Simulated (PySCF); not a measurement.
# CH12Si4: the cost of one run

The runs use PySCF 2.14.0, with density-fitted response routines of our own; the level of theory stands in each step. All values are computed, except where a source is named. Atoms are numbered from 0 throughout.

**1. The starting structure**

17 atoms, charge 0, multiplicity 1; geometry from: GFN2-xTB.

Bonds of the start (Å): C0–Si1 1.92, Si1–Si2 2.34, Si1–Si3 2.34, Si1–Si4 2.34, C0–H5 1.09, C0–H6 1.08, C0–H7 1.09, Si2–H8 1.47, Si2–H9 1.47, Si2–H10 1.47, Si3–H11 1.47, Si3–H12 1.47, Si3–H13 1.47, Si4–H14 1.47, Si4–H15 1.47, Si4–H16 1.47.

**2. Optimising the geometry at PBE0-D3(BJ)/def2-SVP**

The job: settings as JSON, then the geometry in Å.

```
{"job": {"xc": "PBE0", "basis": "def2-SVP", "d3": "d3bj", "grid": 1, "kind": "geom"}, "charge": 0, "multiplicity": 1}
C     -0.188740    -0.244020    -2.134740
Si    -0.020180    -0.026480    -0.231840
Si    -0.212740     2.269650     0.180520
Si    -1.767020    -1.261280     0.718290
Si     2.089010    -0.869080     0.331490
H     -1.147200     0.126050    -2.494060
H     -0.113370    -1.286090    -2.425990
H      0.586800     0.300990    -2.667840
H     -0.087910     2.551910     1.612800
H     -1.494650     2.836520    -0.249770
H      0.820000     3.071800    -0.483590
H     -3.098100    -0.806410     0.306080
H     -1.716380    -2.690670     0.395670
H     -1.739880    -1.158970     2.179620
H      2.262140    -2.285820    -0.002390
H      3.195020    -0.166270    -0.326230
H      2.322070    -0.762740     1.774070
```

**Question.** How long does this first job take on 8 threads of Intel Xeon 6975P-C (Granite Rapids), shared host?

About 25 s.
